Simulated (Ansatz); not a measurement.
# C₂H₇BrInN: small, medium and large basis sets

Aim: see how fast density functionals converge with the basis set for C₂H₇BrInN.

The runs use Ansatz 0.2.0, Gaussian basis; one geometry, several basis sets.

Plan: PBE0-D4/def2-SVP; ωB97M-V/def2-SVP; PBE0-D4/def2-QZVPP; ωB97M-V/def2-QZVPP; the functionals' def2-TZVPP values are taken from earlier runs.

## (1) The relaxed structure

All runs share one geometry, relaxed beforehand with PBE0-D4/def2-TZVP. In takes the def2 core potential; no spin-orbit term is included.

12 atoms, charge 0, spin multiplicity 1.

Atoms are counted from 1 here; the program's logs count them from 0.

Bond lengths: C1–N2 1.440 Å, C1–H6 1.093 Å, C1–H7 1.101 Å, C1–H8 1.101 Å, N2–C3 1.439 Å, N2–In4 1.997 Å, C3–H9 1.091 Å, C3–H10 1.100 Å, C3–H11 1.100 Å, In4–Br5 2.478 Å, In4–H12 1.696 Å. Angles: N2–C1–H6 111.4°, N2–C1–H7 111.6°, N2–C1–H8 111.6°, H6–C1–H7 107.5°, H6–C1–H8 107.5°, H7–C1–H8 107.0°, C1–N2–C3 113.2°, C1–N2–In4 122.8°, C3–N2–In4 124.0°, N2–C3–H9 111.0°, N2–C3–H10 111.4°, N2–C3–H11 111.4°, H9–C3–H10 107.9°, H9–C3–H11 107.9°, H10–C3–H11 107.2°, N2–In4–Br5 110.7°, N2–In4–H12 128.0°, Br5–In4–H12 121.3°.

## (2) PBE0-D4 in def2-SVP

The input, in.yaml:

```yaml
crystal:
  periodic: [false, false, false]
  atoms:
    - {symbol: C, position_ang: [-0.516948, -0.673005, 1.252256]}
    - {symbol: N, position_ang: [-0.042743, -0.040485, 0.049063]}
    - {symbol: C, position_ang: [1.188797, 0.680804, 0.234664]}
    - {symbol: In, position_ang: [-1.011900, -0.164030, -1.692963]}
    - {symbol: Br, position_ang: [0.197023, 1.084905, -3.458815]}
    - {symbol: H, position_ang: [-1.452066, -1.211679, 1.077729]}
    - {symbol: H, position_ang: [-0.702515, 0.061812, 2.050251]}
    - {symbol: H, position_ang: [0.213471, -1.396872, 1.644290]}
    - {symbol: H, position_ang: [1.514627, 1.144921, -0.697967]}
    - {symbol: H, position_ang: [1.994793, 0.016414, 0.580552]}
    - {symbol: H, position_ang: [1.078559, 1.476202, 0.986921]}
    - {symbol: H, position_ang: [-2.461100, -0.978967, -2.025972]}
basis:
  gaussian: {orbitals: def2-SVP}
hamiltonian: {xc: pbe0, dispersion: d4}
output: {orbitals: {seedname: orbitals}}
```

Run with:

```
$ ansatz run in.yaml --threads 2 --pin off --events-out ev --progress --plain --max-ram 32768MiB --backend cpu
```

After this run come: ωB97M-V in def2-SVP; PBE0-D4 in def2-QZVPP; ωB97M-V in def2-QZVPP.

Before running them: what should the planned runs give, taken together? Wanted: PBE0-D4: double and triple zeta above quadruple; ωB97M-V: double and triple zeta above quadruple.

As calculated:

| quantity | value |
| --- | --- |
| PBE0-D4: double and triple zeta above quadruple | 14.53, 1.69 eV |
| ωB97M-V: double and triple zeta above quadruple | 14.66, 1.64 eV |

In words: For PBE0-D4 the step from double to triple zeta gains 12.84 eV and the next only 1.69 eV. These are total energies; as a rule much of such shifts cancels in differences, which this series doesn't test.
